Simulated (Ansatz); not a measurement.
The system is B2P.

```xyz
3
Lattice="1.4545 0.8398 3.9249 -1.4545 0.8398 3.9249 0.0000 -1.6795 3.9249" Properties=species:S:1:pos:R:3 pbc="T T T"
B     0.0000    0.0000    5.0553
B     0.0000    0.0000    6.7193
P     0.0000    0.0000    0.0000
```

The cell was built by a generator and needn't be a form met in nature.

The cell isn't the ideal one: strained by -4 %.

* Program: Ansatz 0.2.0
* Task: relaxation of the atoms
* Functional: PBE
* Potentials or basis: Ansatz PAW
* Cutoff: 420 eV (not typed: the program's choice for these potentials)
* k mesh: 10 × 10 × 10
* Occupations: fermi-dirac, width 0.05 eV
* Spin: no spin polarisation

At the start: volume 9.59 Å³/atom.

Problem. Where does the relaxation end?

Solution. Over 4 steps the energy falls by 3.8 meV/atom; space group R-3m (No. 166, to 0.05 Å).

The path:
| step | energy change (eV) | largest force (eV/Å) |
| --- | --- | --- |
| 1 | 0.0000 | 0.7026 |
| 2 | -0.0092 | 0.3195 |
| 3 | -0.0115 | 0.0089 |
| 4 | -0.0115 | 0.0089 |

Final structure:
```
B P
1.0
     1.45451    0.83976    3.92488
    -1.45451    0.83976    3.92488
     0.00000   -1.67952    3.92488
B P
2 1
Direct
  0.43073 0.43073 0.43073
  0.56927 0.56927 0.56927
  0.00000 0.00000 0.00000
```

Caveat: the thresholds are loose for stress.
